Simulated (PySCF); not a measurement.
# C4H12Ge: the cost of one run

Computed with PySCF 2.14.0 and routines of our own; the level stands in each step. Atoms count from 0.

3 further runs of the same task are left out: 3 for a basis unfit for spin-orbit shieldings.

### Step 1. The starting structure

17 atoms, charge 0, multiplicity 1; geometry from: GFN2-xTB.

### Step 2. Optimising the geometry at PBE0-D3(BJ)/def2-SVP

Job settings and geometry (Å):

```
{"job": {"xc": "PBE0", "basis": "def2-SVP", "d3": "d3bj", "grid": 1, "maxiter": 30, "shake": 0.01, "kind": "geom"}, "charge": 0, "multiplicity": 1}
C     -0.452140    -1.024890    -1.649870
Ge    -0.007090    -0.005420    -0.003600
C     -0.041760     1.947900    -0.386990
C     -1.288380    -0.409650     1.422270
C      1.810780    -0.544380     0.593210
H     -1.466150    -0.716160    -2.006190
H     -0.456890    -2.072180    -1.473520
H      0.252060    -0.781780    -2.453690
H      0.238190     2.522320     0.529650
H     -1.008870     2.268760    -0.695290
H      0.682060     2.196960    -1.150050
H     -2.317510    -0.124910     1.126360
H     -1.356200    -1.463940     1.641910
H     -1.098830     0.129560     2.344810
H      1.846220    -1.612310     0.818650
H      2.554440    -0.306890    -0.152120
H      2.093560     0.008850     1.504630
```

On the command line:

```
$ OMP_NUM_THREADS=1 python heavy_run.py task.json out
```

One launch serves the whole session: the jobs run in the order shown.

**Question.** How long does this first job take on 1 thread of Arm Neoverse V1, shared host, and how much memory does it need?

About 1.8 min, with a peak of 0.61 GiB.
